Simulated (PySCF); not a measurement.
# Er2S3 (Er2(S)1(S)2): the cost of one run

Computed with PySCF 2.14.0. Level: r2SCAN, Er lcecp-1-SVP with ECP57, S def2-SVP; scalar-relativistic core potentials, no spin–orbit coupling.

7 further runs of the same task are left out: 2 for a known fault of the program, 4 that didn't finish, 1 set aside as unsound or not needed.

### 1 Where the work starts

5 atoms, charge 0, spin multiplicity 1.

Bond lengths: Er1–S3 2.427 Å, Er1–S4 2.343 Å, Er2–S3 2.427 Å, Er2–S5 2.343 Å. Angles: S3–Er1–S4 180.0°, S3–Er2–S5 180.0°, Er1–S3–Er2 180.0°.

As a file:

```
Er    0.00000    0.00000    2.42730
Er    0.00000    0.00000   -2.42730
S     0.00000    0.00000    0.00000
S     0.00000    0.00000    4.77000
S     0.00000    0.00000   -4.77000
```

Formal oxidation states: Er +3. Each metal's 11 4f electrons lie in its core potential, so multiplicities, spins and levels count the valence alone.

### 2 SCF at the start, singlet

The input, run.py (the lines that set the calculation):

```python
mol = gto.M(atom='''
Er     0.00000     0.00000     2.42730
Er     0.00000     0.00000    -2.42730
S      0.00000     0.00000     0.00000
S      0.00000     0.00000     4.77000
S      0.00000     0.00000    -4.77000''',
    basis={'Er': 'lcecp-1-SVP', 'S': 'def2-SVP'},
    ecp={'Er': 'lcecp-1-SVP'},
    charge=0, spin=0)
mf = dft.RKS(mol, xc='R2SCAN')
mf.grids.atom_grid = (50, 194)  # f atoms: unpruned, at least (60, 302)
mf = mf.density_fit()  # fitting sets: Er AutoAux, S def2-universal-JKFIT
mf.conv_tol = 1e-08; mf.max_cycle = 55
mf.kernel(dm0)  # dm0: free metal ions and neutral atoms
```

Started as:

```bash
$ OMP_NUM_THREADS=2 python run.py
```

**Question.** How long does this run take on 2 threads of Intel Xeon Platinum 8488C (Sapphire Rapids), shared host, and how much memory does it need?

About 9.8 s, with a peak of 0.65 GiB.
